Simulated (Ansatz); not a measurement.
**C2H6BBrO: small, medium and large basis sets**

An exercise on one series of results from a longer session: the logs are not shown, and one member is left open.

The runs use Ansatz 0.2.0, Gaussian basis; one geometry, several basis sets.

Levels to be run: PBE0-D4/def2-SVP; ωB97M-V/def2-SVP; PBE0-D4/def2-QZVPP; ωB97M-V/def2-QZVPP; the functionals' def2-TZVPP values are taken from earlier runs.

### The relaxed structure

The geometry comes from an earlier relaxation with PBE0-D4 in a triple-zeta def2 set; it is a stationary point, not always the lowest conformer.

SMILES `CCB(O)Br`, 11 atoms, charge 0, spin multiplicity 1.

Atoms are counted from 1 here; the program's logs count them from 0.

Bond lengths: C1–C2 1.525 Å, C1–H6 1.092 Å, C1–H7 1.091 Å, C1–H8 1.092 Å, C2–B3 1.568 Å, C2–H9 1.098 Å, C2–H10 1.100 Å, B3–O4 1.348 Å, B3–Br5 1.936 Å, O4–H11 0.962 Å. Angles: C2–C1–H6 111.2°, C2–C1–H7 111.0°, C2–C1–H8 111.3°, H6–C1–H7 108.1°, H6–C1–H8 107.8°, H7–C1–H8 107.3°, C1–C2–B3 116.7°, C1–C2–H9 110.1°, C1–C2–H10 109.1°, B3–C2–H9 109.3°, B3–C2–H10 105.8°, H9–C2–H10 105.2°, C2–B3–O4 124.6°, C2–B3–Br5 120.6°, O4–B3–Br5 114.8°, B3–O4–H11 112.8°.

Set-up of the first run:

File in.yaml:

```yaml
crystal:
  periodic: [false, false, false]
  atoms:
    - {symbol: C, position_ang: [-0.889308, 0.824327, 0.799847]}
    - {symbol: C, position_ang: [0.320791, -0.039035, 0.458215]}
    - {symbol: B, position_ang: [0.488989, -0.453903, -1.044310]}
    - {symbol: O, position_ang: [0.961348, -1.645641, -1.459955]}
    - {symbol: Br, position_ang: [0.069617, 0.792836, -2.465057]}
    - {symbol: H, position_ang: [-0.900280, 1.088013, 1.859441]}
    - {symbol: H, position_ang: [-0.885034, 1.749013, 0.220723]}
    - {symbol: H, position_ang: [-1.823781, 0.304613, 0.576100]}
    - {symbol: H, position_ang: [0.331254, -0.939463, 1.086170]}
    - {symbol: H, position_ang: [1.238462, 0.506914, 0.721839]}
    - {symbol: H, position_ang: [1.153241, -2.244573, -0.732214]}
basis:
  gaussian: {orbitals: def2-SVP}
hamiltonian: {xc: pbe0, dispersion: d4}
output: {orbitals: {seedname: orbitals}}
```

Command:

```sh
$ ansatz run in.yaml --threads 4 --pin off --events-out ev --progress --plain --max-ram 10444MiB
```

Among the steps run: PBE0-D4 in def2-SVP; ωB97M-V in def2-SVP; PBE0-D4 in def2-QZVPP; ωB97M-V in def2-QZVPP.

One table of the session follows, with a row left open; its other results are not shown here.

```
functional       basis  HOMO (eV)  LUMO (eV)
   PBE0-D4    def2-SVP      -7.87       0.12
   PBE0-D4  def2-TZVPP      -8.05      -0.11
   PBE0-D4  def2-QZVPP      -8.07      -0.17
   ωB97M-V    def2-SVP     -10.10       2.21
   ωB97M-V  def2-TZVPP          ?          ?
   ωB97M-V  def2-QZVPP     -10.33       1.22
```

**Question.** Estimate the row for ωB97M-V, def2-TZVPP.

The run gave: HOMO (eV): -10.31; LUMO (eV): 1.72. In the column «HOMO (eV)» it lies between ωB97M-V, def2-QZVPP (-10.33) and ωB97M-V, def2-SVP (-10.10).
